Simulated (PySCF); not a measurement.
# C4H13GeN (GeHMe2(NHEt)): the cost of one run

Computed with PySCF 2.14.0, with density-fitted response routines of our own, on a single molecule in the gas phase. Atoms count from 0, in the outputs and in this text.

## (1) Starting geometry

19 atoms, charge 0, multiplicity 1; geometry from: GFN2-xTB. The atoms were then displaced at random by about 0.03 Å, so the start is not that level's minimum.

Bonds of the start (Å): Ge0–H1 1.50, Ge0–C2 1.89, Ge0–C6 2.05, Ge0–N10 1.83, C2–H3 1.08, C2–H4 1.12, C2–H5 1.14, C6–H7 1.11, C6–H8 1.14, C6–H9 1.06, N10–C11 1.44, N10–H13 1.03, C11–C12 1.60, C11–H14 1.11, C11–H15 1.09, C12–H16 1.05, C12–H17 1.13, C12–H18 1.03.

## (2) Optimising the geometry at PBE0-D3(BJ)/def2-SVP

What the job is given:

```
{"job": {"xc": "PBE0", "basis": "def2-SVP", "d3": "d3bj", "grid": 1, "maxiter": 40, "shake": 0.03, "kind": "geom"}, "charge": 0, "multiplicity": 1}
Ge     0.578620     0.949200     0.261570
H      0.554350     1.045410     1.757180
C      2.297250     0.705310    -0.473860
H      2.452500     0.688420    -1.545320
H      2.745550    -0.251860    -0.115430
H      3.018340     1.518810    -0.141680
C     -0.258490     2.660690    -0.495570
H      0.335000     3.557200    -0.223300
H     -1.308930     2.809230    -0.077890
H     -0.320930     2.617030    -1.551900
N     -0.684900    -0.332330    -0.065430
C     -0.424600    -1.677310     0.391730
C     -1.853050    -2.381010     0.518100
H     -1.132580    -0.315560    -0.988510
H      0.188570    -2.288520    -0.308840
H      0.067830    -1.571980     1.358370
H     -2.402010    -1.823410     1.221780
H     -1.629280    -3.390460     0.966200
H     -2.286010    -2.525410    -0.402600
```

The run is started by

```bash
$ OMP_NUM_THREADS=1 python probes_run.py task.json out
```

This one command runs all jobs of the session in turn.

**Question.** How long does this first job take on 1 thread of Intel Xeon at 2.50GHz, shared host, and how much memory does it need?

About 3.5 min, with a peak of 0.67 GiB.
